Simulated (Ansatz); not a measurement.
# LaBi: how the settings move a single-point run

Question: which choices in the input matter for LaBi?

Computed with Ansatz 0.2.0 (reference: DFT, r2SCAN, all-electron PAW with datasets made for the crystal, scalar-relativistic, unless a step's input says otherwise).

### Step 1. The starting structure

The structure is cubic, space group Fm-3m (No. 225). Conventional cell: a = 6.565 Å, b = 6.565 Å, c = 6.565 Å, α = 90.00°, β = 90.00°, γ = 90.00°. La (site symmetry m-3m) has 6 Bi at 3.28 Å as nearest neighbours. Bi (site symmetry m-3m) is surrounded by 6 La at 3.28 Å.

As a file:

```cif
data_structure
_symmetry_space_group_name_H-M 'P 1'
_symmetry_Int_Tables_number 1
_cell_length_a 4.6422
_cell_length_b 4.6422
_cell_length_c 4.6422
_cell_angle_alpha 60.000
_cell_angle_beta 60.000
_cell_angle_gamma 60.000
_cell_volume 70.74
loop_
_atom_site_label
_atom_site_type_symbol
_atom_site_fract_x
_atom_site_fract_y
_atom_site_fract_z
_atom_site_occupancy
La1 La 0.00000 0.00000 0.00000 1
Bi1 Bi 0.50000 0.50000 0.50000 1
```

### Step 2. Baseline

Input file input.yaml:

```yaml
crystal:
  lattice:
    - [0.0, 3.2825, 3.2825]
    - [3.2825, 0.0, 3.2825]
    - [3.2825, 3.2825, 0.0]
  atoms:
    - { symbol: La, position: [0.0, 0.0, 0.0] }
    - { symbol: Bi, position: [0.5, 0.5, 0.5] }
kpoints:
  mp_grid: { grid: [10, 10, 10] }
scf:
  occupations: { method: fermi_dirac, width: 0.05 }
hamiltonian:
  xc: r2scan
  pseudopotentials: { kind: all_electron, datasets: crystal }
output:
  forces: true
  stress: true
  eigenvalues: true
  efg: { contact_densities: true }
```

On the command line:

```
$ ansatz run input.yaml --threads 1 --pin off --max-ram 2048MiB --backend cpu --events-out ev --progress --plain --runs-dir out
```

### Step 3. Variant: dr2_threshold 1.0e-06

input.yaml, as its differences from that of step 2:

```diff
@@ -12,2 +12,3 @@
   occupations: { method: fermi_dirac, width: 0.05 }
+  convergence: { dr2_threshold: 1.0e-06 }
 hamiltonian:
```

**Question.** What will these runs give? Wanted: for each run, ending; energy change; pressure; gap; force.

**Answer**, as computed:

| run | ending | energy change | pressure (GPa) | gap (eV) | force (eV/Å) | cycles | time |
| --- | --- | --- | --- | --- | --- | --- | --- |
| reference | converged | 0 | 2.5 | 0.00 | 0.00 | 11 | 13 s |
| 1: dr2_threshold 1.0e-06 | converged | 0.0 meV/atom | 2.5 | 0.00 | 0.00 | 10 | 12 s |

Residual by cycle in the longest SCF loop of each run; runs are numbered as in the table. The quantity is the density residual dr2, in eV.

| cycle | reference | run 1 |
| --- | --- | --- |
| 1 | 0.456 | 0.456 |
| 2 | 0.0772 | 0.0772 |
| 3 | 0.153 | 0.153 |
| 4 | 0.00487 | 0.00487 |
| 5 | 7.2e-5 | 7.2e-5 |
| 6 | 1.4e-5 | 1.4e-5 |
| 7 | 1.0e-6 | 1.0e-6 |
| 8 | 2.0e-7 | 2.0e-7 |
| 9 | 3.7e-8 | 3.7e-8 |
| 10 | 1.5e-9 | 1.5e-9 |
| 11 | 1.0e-10 | - |

With the changed convergence setting the energy agrees within 0.5 meV/atom. Cost: 10 SCF cycles against 11.
